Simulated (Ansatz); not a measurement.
**BF2H5Si (built from SMILES FBF.[SiH4]): a barrier at many levels of theory**

Aim: the barrier and energy of one elementary step (B1–Si6 formed, H2–H5 formed, B1–H2 broken, H5–Si6 broken) from LDA up to coupled cluster, on fixed structures, to see where each rung fails.

The runs use Ansatz 0.2.0, Gaussian basis; single points in def2-TZVPP on PBE0-D4/def2-TZVP structures.

Levels: SPW92, PBE-D4, BLYP-D4, r2SCAN-D4, B97M-V, PBE0-D4, B3LYP-D4, r2SCAN0-D4, BHLYP-D4, CAM-B3LYP-D4, wB97X-V, wB97M-V, B2PLYP, PBE-QIDH, RPA on PBE, Hartree-Fock, MP2, CCSD, CCSD(T). The reference is CCSD(T) at the basis limit, from triple and quadruple zeta. Zero-point energies come from PBE0-D4 vibrations.

Cores are frozen in the correlated methods. B3LYP uses VWN-RPA correlation. B2PLYP carries no dispersion term here.

23 further runs of the same task are left out: 23 set aside as unsound or not needed.

### Step 1. Start, saddle and end, as given

Charge 0, multiplicity 1. The folders r, ts and p hold the start, the saddle and the end; their coordinates stand in the first inputs.

```tsv
pair	r (Å)	ts (Å)	p (Å)
B1–Si6	3.740	2.207	2.034
H2–H5	2.889	1.042	0.747
B1–H2	1.191	1.357	3.111
H5–Si6	1.488	1.977	3.485
```

### Step 2. wB97M-V/def2-TZVPP

The input, r/in.yaml:

```yaml
crystal:
  periodic: [false, false, false]
  atoms:
    - {symbol: B, position_ang: [0.631279, -1.550560, -1.228686]}
    - {symbol: H, position_ang: [1.818945, -1.559158, -1.140501]}
    - {symbol: F, position_ang: [0.026242, -0.839982, -2.154209]}
    - {symbol: F, position_ang: [-0.112868, -2.271682, -0.420111]}
    - {symbol: H, position_ang: [0.746156, 0.551181, 0.515739]}
    - {symbol: Si, position_ang: [-0.480403, 1.247204, 0.990477]}
    - {symbol: H, position_ang: [-0.404483, 2.675771, 0.596679]}
    - {symbol: H, position_ang: [-0.554864, 1.134271, 2.468090]}
    - {symbol: H, position_ang: [-1.670207, 0.613054, 0.372522]}
basis:
  gaussian: {orbitals: def2-TZVPP}
hamiltonian: {xc: {name: wB97M-V}}
```

The input, ts/in.yaml:

```yaml
crystal:
  periodic: [false, false, false]
  atoms:
    - {symbol: B, position_ang: [0.266529, -0.807434, -0.644635]}
    - {symbol: H, position_ang: [1.620751, -0.839801, -0.562708]}
    - {symbol: F, position_ang: [-0.042810, -0.482967, -1.923973]}
    - {symbol: F, position_ang: [-0.187510, -1.971848, -0.119602]}
    - {symbol: H, position_ang: [1.118698, -0.115789, -0.005589]}
    - {symbol: Si, position_ang: [-0.501726, 0.818424, 0.634893]}
    - {symbol: H, position_ang: [-0.095533, 2.183340, 0.212378]}
    - {symbol: H, position_ang: [-0.245541, 0.637891, 2.086876]}
    - {symbol: H, position_ang: [-1.933059, 0.578284, 0.322358]}
basis:
  gaussian: {orbitals: def2-TZVPP}
hamiltonian: {xc: {name: wB97M-V}}
```

The input, p/in.yaml:

```yaml
crystal:
  periodic: [false, false, false]
  atoms:
    - {symbol: B, position_ang: [-0.548249, -0.783620, -0.690015]}
    - {symbol: H, position_ang: [2.548111, -0.712855, -0.393211]}
    - {symbol: F, position_ang: [-0.392495, -0.609767, -1.988921]}
    - {symbol: F, position_ang: [-0.533529, -2.032447, -0.263578]}
    - {symbol: H, position_ang: [2.494951, -0.145668, 0.089614]}
    - {symbol: Si, position_ang: [-0.828863, 0.781750, 0.577961]}
    - {symbol: H, position_ang: [-0.151491, 1.996142, 0.055548]}
    - {symbol: H, position_ang: [-0.300436, 0.453285, 1.926825]}
    - {symbol: H, position_ang: [-2.288199, 1.053280, 0.685778]}
basis:
  gaussian: {orbitals: def2-TZVPP}
hamiltonian: {xc: {name: wB97M-V}}
```

The command line of these runs was not kept.

After this run come: CCSD(T)/def2-TZVPP; MP2/def2-QZVPP; Vibrations of the start structure; Vibrations of the end structure.

Before running it: what results should come out? Wanted: barrier, CCSD(T)/CBS; reverse barrier, CCSD(T)/CBS; step energy, CCSD(T)/CBS; barrier with zero-point energy; step energy with zero-point energy; imaginary mode at the saddle; largest T1 diagnostic.

As calculated:

| quantity | value |
| --- | --- |
| barrier, CCSD(T)/CBS | 52.0 kcal/mol |
| reverse barrier, CCSD(T)/CBS | 40.7 kcal/mol |
| step energy, CCSD(T)/CBS | +11.3 kcal/mol |
| barrier with zero-point energy | 52.1 kcal/mol |
| step energy with zero-point energy | +8.2 kcal/mol |
| imaginary mode at the saddle | 1181i cm⁻¹ |
| largest T1 diagnostic | 0.013 |

What this shows: Among the functionals B2PLYP lands nearest to CCSD(T)/CBS (+0.4 kcal/mol) and SPW92 farthest (-21.8 kcal/mol). Mean unsigned error by rung: LDA 21.8, GGA 9.3, meta-GGA 7.7, hybrid 5.0, range-separated hybrid 1.3, double hybrid 1.7 kcal/mol. PBE-D4 gives a barrier 13.2 kcal/mol too low, outside chemical accuracy (1 kcal/mol). Every functional without exact exchange puts the barrier too low, the usual mark of self-interaction error, which favours the spread-out density of a saddle. The barrier rises with the share of exact exchange, from BLYP-D4 through B3LYP-D4 to BHLYP-D4 (-5.4, -2.5, +3.4 kcal/mol). Hartree-Fock, with no correlation, is off by +19.9 kcal/mol. Zero-point motion raises the barrier by 0.1 kcal/mol. The end structure keeps an imaginary mode: no true minimum.
